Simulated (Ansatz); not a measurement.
# WH3 (quartet): wave-function methods side by side, def2-QZVPP

One table from this session's results is given with a row withheld; the runs are named, their logs left out.

The runs use Ansatz 0.2.0, Gaussian basis; def2-QZVPP, core rule «outside noble gas», up to 4 orbitals frozen.

The runs, in order: UHF; ROHF; CCSD(T) on UHF.

### The geometry

The geometry is a PBE0/def2-TZVP stationary point (not a proven minimum) of the parent state, kept for this charge and spin. No spin-orbit coupling is included. Elements past krypton take def2 core potentials.

4 atoms, charge 0, spin multiplicity 4.

Atoms are counted from 1 here; the program's logs count them from 0.

Bond lengths: W1–H2 1.697 Å, W1–H3 1.809 Å, W1–H4 1.809 Å. Angles: H2–W1–H3 90.2°, H2–W1–H4 90.2°, H3–W1–H4 179.6°.

Set-up of the first run:

The input, in.yaml:

```yaml
crystal:
  periodic: [false, false, false]
  atoms:
    - {symbol: W, position_ang: [0.000000, -0.009090, 0.000000]}
    - {symbol: H, position_ang: [0.000000, 1.688316, 0.000000]}
    - {symbol: H, position_ang: [0.000000, -0.015207, 1.808801]}
    - {symbol: H, position_ang: [0.000000, -0.015207, -1.808801]}
basis:
  gaussian: {orbitals: "def2-QZVPP.json"}
magnetization: {spin_polarized: true, initial_magnetization: 3}
hamiltonian: {xc: hf}
output: {orbitals: {seedname: orbitals}}
```

Run with:

```
$ ansatz run in.yaml --threads 1 --pin off --events-out ev --progress --plain --max-ram 4096MiB --backend cpu
```

Among the steps run: UHF; ROHF; CCSD(T) on UHF.

One table of the session follows, with a row left open; its other results are not shown here.

```
  method  from UCCSD(T) (kJ/mol)
    ROHF                  +544.0
     UHF                       ?
    UMP2                   +83.7
   UCCSD                   +18.2
UCCSD(T)                       0
```

Q: Estimate the row for UHF from the others.

The run gave: from UCCSD(T) (kJ/mol): +519.8. In the column «from UCCSD(T) (kJ/mol)» it lies between UMP2 (+83.7) and ROHF (+544.0).
